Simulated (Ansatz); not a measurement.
# Au: the cost of one run

Program: Ansatz 0.2.0. Level of theory: DFT PBEsol, scalar-relativistic, plane waves, PAW. These are calculated values, not measurements.

The COD cell was measured well above room temperature, so it is larger than a cold one.

1 further run of the same task is left out (set aside as unsound or not needed).

### Step 1. The system as given

It takes space group Fm-3m (No. 225, cubic). The conventional cell has a = 4.091 Å, b = 4.091 Å, c = 4.091 Å, α = 90.00°, β = 90.00°, γ = 90.00°. Au (site symmetry m-3m) has 12 Au at 2.89 Å as nearest neighbours.

As a file:

```
Au
1.0
     0.00000    2.04550    2.04550
     2.04550    0.00000    2.04550
     2.04550    2.04550    0.00000
Au
1
Direct
  0.00000 0.00000 0.00000
```

The structure comes from the Crystallography Open Database.

### Step 2. A change within the space group

Against the listed cell: strain xx, yy, zz, yz, xz, xy = +3.2, +3.2, +3.2, +0.0, +0.0, +0.0 %.

Contents of input.yaml:

```yaml
crystal:
  lattice:
    - [0.0, 2.11079236, 2.11079236]
    - [2.11079236, 0.0, 2.11079236]
    - [2.11079236, 2.11079236, 0.0]
  atoms:
    - { symbol: Au, position: [0.0, 0.0, 0.0] }
basis:
  ecutwfc: 420
kpoints:
  mp_grid: { grid: [18, 18, 18] }
hamiltonian:
  xc: pbesol
scf:
  occupations: { method: gaussian, width: 0.1 }
output:
  forces: true
  stress: true
  eigenvalues: true
```

Launch:

```
$ ansatz run input.yaml --threads 1 --pin off --max-ram 1331MiB --backend cpu --events-out ev --progress --plain --runs-dir out
```

Q: Estimate wall time and peak memory on 1 thread of an x86-64 CPU, shared host.

About 4.3 s, with a peak of 0.34 GiB.
